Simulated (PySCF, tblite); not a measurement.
**C₆H₁₄O₂Si: geometry, infrared bands and NMR shifts**

What infrared bands and NMR shifts should C₆H₁₄O₂Si (`CC(C)[C@@H](C)[SiH2]OC=O`) show?

Computed with tblite 0.8.0 and PySCF 2.14.0, with density-fitted response routines of our own, on a single molecule in the gas phase. Atoms are numbered from 0 throughout.

## Step 1: The molecule as given

23 atoms, charge 0, multiplicity 1; geometry from: force field or distance geometry start.

Bonds of the start (Å): C0–C1 1.53, C1–C2 1.51, C1–C3 1.56, C3–C4 1.54, C3–Si5 1.93, Si5–O6 1.67, O6–C7 1.36, C7–O8 1.22, C0–H9 1.10, C0–H10 1.09, C0–H11 1.10, C1–H12 1.09, C2–H13 1.10, C2–H14 1.09, C2–H15 1.10, C3–H16 1.11, C4–H17 1.09, C4–H18 1.10, C4–H19 1.10, Si5–H20 1.48, Si5–H21 1.48, C7–H22 1.10.

## Step 2: Optimising the geometry with GFN2-xTB

What the job is given:

```
{"job": {"kind": "relax", "xc": "GFN2-xTB", "basis": "xTB"}, "charge": 0, "multiplicity": 1}
C     -1.269200     1.238100     1.490800
C     -0.583800     0.815400     0.185600
C     -1.531300     0.994800    -0.980600
C      0.000300    -0.624900     0.312500
C     -1.078800    -1.730300     0.326900
Si     1.401800    -1.017300    -0.948200
O      2.607200     0.131300    -0.962900
C      3.352500     0.440000     0.131800
O      3.252200    -0.034500     1.252100
H     -2.179700     0.645600     1.692800
H     -0.608100     1.138100     2.348100
H     -1.586200     2.288500     1.434800
H      0.250800     1.511200     0.059700
H     -2.450200     0.407600    -0.863300
H     -1.078800     0.725100    -1.931000
H     -1.842100     2.050500    -1.054900
H      0.513100    -0.690300     1.294600
H     -1.839400    -1.546900     1.083400
H     -1.580700    -1.804500    -0.644800
H     -0.633100    -2.707800     0.543400
H      0.802100    -1.066300    -2.297000
H      1.987100    -2.349800    -0.663400
H      4.089700     1.213400    -0.137700
```

The run is started by

```
OMP_NUM_THREADS=1 python probes_run.py task.json out
```

This one command runs all jobs of the session in turn.

**Question.** This job is followed by: GFN2-xTB harmonic vibrations, gas phase; GIAO PBE0/pcSseg-1 NMR shielding, non-relativistic, gas phase. What will the session give for the following? strongest single infrared mode (GFN2-xTB); zero-point energy (GFN2-xTB); ¹³C shifts against TMS (PBE0/pcSseg-1); ¹H shifts against TMS (PBE0/pcSseg-1, means over atoms taken as alike); ²⁹Si shifts against TMS (PBE0/pcSseg-1); ¹⁷O shifts against H2O (PBE0/pcSseg-1).

As calculated:

| quantity | value |
| --- | --- |
| strongest single infrared mode (GFN2-xTB) | 1778 cm⁻¹, 415 km/mol |
| zero-point energy (GFN2-xTB) | 118.4 kcal/mol |
| ¹³C shifts against TMS (PBE0/pcSseg-1) | 166.0, 29.9, 27.8, 23.3, 19.1, 5.6 ppm |
| ¹H shifts against TMS (PBE0/pcSseg-1, means over atoms taken as alike) | 8.20, 5.12, 4.57, 1.76, 1.74, 1.07, 0.98, 0.85 ppm |
| ²⁹Si shifts against TMS (PBE0/pcSseg-1) | -15.0 ppm |
| ¹⁷O shifts against H2O (PBE0/pcSseg-1) | 459.3, 202.3 ppm |

Over 161 steps the energy fell by 0.254 eV; of the close pairs, O6–C7 changed most, 1.360 to 1.306 Å. All 63 modes are real, so the xTB geometry is a minimum. The strongest single mode, at 1778 cm⁻¹, moves mainly C7 and O8. GFN2-xTB is a fitted tight-binding method: band positions and strengths are rough. Its intensities can rank the bands wrongly. At PBE0/pcSseg-1: Shielding is most anisotropic at O8 (span 653 ppm, paramagnetic term -527 ppm).
